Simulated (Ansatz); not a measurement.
# CH6AlSb: a dynamics run in two tries

Aim: a short trajectory for this system. SMILES of the start: [AlH2][CH2][SbH2].

Method: RKS PBE0-D4/def2-SVP, in Ansatz 0.2.0.

### Step 1. Starting point

Bond lengths: Al1–C2 1.960 Å, Al1–Sb3 2.986 Å, C2–Sb3 2.190 Å, Al1–H4 1.590 Å, Al1–H5 1.592 Å, C2–H6 1.099 Å, C2–H7 1.099 Å, Sb3–H8 1.717 Å, Sb3–H9 1.770 Å. Angles (14 of 18 angles, heavy atoms first): Al1–C2–Sb3 91.9°, C2–Al1–Sb3 47.1°, Al1–Sb3–C2 41.0°, Al1–C2–H6 118.0°, Al1–C2–H7 118.4°, Sb3–C2–H6 108.2°, Sb3–C2–H7 107.7°, C2–Al1–H4 119.1°, C2–Al1–H5 118.1°, Sb3–Al1–H4 110.0°, Sb3–Al1–H5 109.8°, Al1–Sb3–H8 88.4°, Al1–Sb3–H9 47.8°, C2–Sb3–H8 93.7°.

As a file:

```xyz
9

Al   -0.9049    0.6086   -0.6269
C     0.4463   -0.8106   -0.6458
Sb    1.4087   -0.0165    1.1540
H    -2.2699    0.3663    0.1509
H    -0.6083    1.9386   -1.4494
H     0.1179   -1.8377   -0.4337
H     1.1926   -0.8103   -1.4525
H     0.3155   -0.8012    2.2203
H     0.3019    1.3629    1.0831
```

### Step 2. First attempt

input.yaml

```yaml
crystal:
  periodic: [false, false, false]
  atoms:
    - { symbol: Al, position_ang: [-0.904888, 0.608635, -0.626922] }
    - { symbol: C, position_ang: [0.446271, -0.810565, -0.6458] }
    - { symbol: Sb, position_ang: [1.408726, -0.01651, 1.15401] }
    - { symbol: H, position_ang: [-2.269895, 0.366301, 0.150927] }
    - { symbol: H, position_ang: [-0.608268, 1.938566, -1.449405] }
    - { symbol: H, position_ang: [0.117947, -1.837732, -0.433693] }
    - { symbol: H, position_ang: [1.192629, -0.810329, -1.452518] }
    - { symbol: H, position_ang: [0.315543, -0.801245, 2.220252] }
    - { symbol: H, position_ang: [0.301934, 1.362878, 1.083149] }
basis:
  gaussian: { orbitals: def2-SVP }
hamiltonian:
  xc: pbe0
  dispersion: d4
md:
  timestep: 0.5
  n_steps: 25
  ensemble: nve
  temperature: 400.0
  initial_velocities: maxwell_boltzmann
  seed: 892545
  masses: [{ species: Al, mass: 0.0 }]
scf:
  lower_state_search: "off"
```

On the command line:

```bash
> ansatz run input.yaml --threads 2 --pin off --max-ram 3072MiB --backend cpu --events-out ev --progress --plain --runs-dir out
```

**Question.** What will these runs give? Wanted: first try.

**Answer**, as computed:

```
 quantity                                                                     value
first try                                                                   refused
    cause  an atom is given no mass, so any force would accelerate it without limit
```

What this shows: The fault in the first input was caught at the input check and cost nothing.
